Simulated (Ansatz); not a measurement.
ClGeH₃, SMILES [Cl][GeH3], a rigid scan of one bond length

Program: Ansatz's Python interface.

The script reads `clgeh3.xyz`:
```text
5

Cl   -1.89860   -0.01140    0.64730
Ge    0.10550   -0.01140   -0.04280
H     0.17420    0.65910   -1.45210
H     0.66640   -1.46780   -0.13930
H     1.00230    0.75790    0.94550
```

Run as a notebook:

In [1]:
```python
import ansatz as az
import numpy as np
```

In [2]:
```python
BASIS_SET = "def2-TZVP"
FUNCTIONAL = "B3LYP"
```

In [3]:
```python
system = az.Crystal.molecule_from_extxyz("clgeh3.xyz")
```

In [4]:
```python
symbols = [site.symbol for site in system.cartesian_sites]
start = np.array([site.position_ang for site in system.cartesian_sites])
axis = (start[3] - start[1]) / np.linalg.norm(start[3] - start[1])
moving = [3]
lengths, energies = [1.376, 1.439, 1.501, 1.564, 1.626, 1.689, 1.751, 1.845], []
for length in lengths:
    xyz = start.copy()
    xyz[moving] += (length - np.linalg.norm(start[3] - start[1])) * axis
    point = az.Crystal.molecule()
    for symbol, place in zip(symbols, xyz):
        point = point.atom(symbol, place.tolist())
    job = (
        point.calculation()
        .basis(gaussian=BASIS_SET)
        .functional(FUNCTIONAL)
    )
    rep = job.run(threads=1, pin="off").report
    energies.append(rep["free_energy_ev"])
    print(f"r = {length:6.3f} A  E = {energies[-1]:.5f} eV  <S^2> = {abs(rep['mean_field']['state']['spin_squared']):.3f}")

# quartic fit about the minimum
fit = np.polynomial.Polynomial.fit(lengths, np.array(energies) - min(energies), 4).convert()
roots = [r.real for r in fit.deriv().roots() if abs(r.imag) < 1e-9 and fit.deriv(2)(r.real) > 0]
r_e = min(roots, key=lambda r: abs(r - lengths[int(np.argmin(energies))]))
print(f"minimum of the fit at {r_e:.4f} A, force constant {fit.deriv(2)(r_e):.2f} eV/A^2")
```
```text
r =  1.376 A  E = -69092.52816 eV  <S^2> = 0.000
r =  1.439 A  E = -69092.71379 eV  <S^2> = 0.000
r =  1.501 A  E = -69092.79602 eV  <S^2> = 0.000
r =  1.564 A  E = -69092.80155 eV  <S^2> = 0.000
r =  1.626 A  E = -69092.74863 eV  <S^2> = 0.000
r =  1.689 A  E = -69092.65032 eV  <S^2> = 0.000
r =  1.751 A  E = -69092.52110 eV  <S^2> = 0.000
r =  1.845 A  E = -69092.28282 eV  <S^2> = 0.000
minimum of the fit at 1.5368 A, force constant 17.03 eV/A^2
```

Reading the output:
- Total energies depend on the basis set; only differences at equal settings carry meaning.
- The rest of the molecule is held rigid at a force-field or estimated start geometry, and the basis set is modest; single-reference methods fail as a bond breaks.
- b3lyp holds the VWN-RPA fit, as in Gaussian; the form of ORCA and Turbomole is b3lyp5.
- The orbitals are restricted, so S² is zero by construction.
- Finished in 14 s on 1 thread of Arm Neoverse V2, with other jobs on the host, peak memory 0.25 GiB.

(Lines on the test bed's own set-up are left out of the output.)
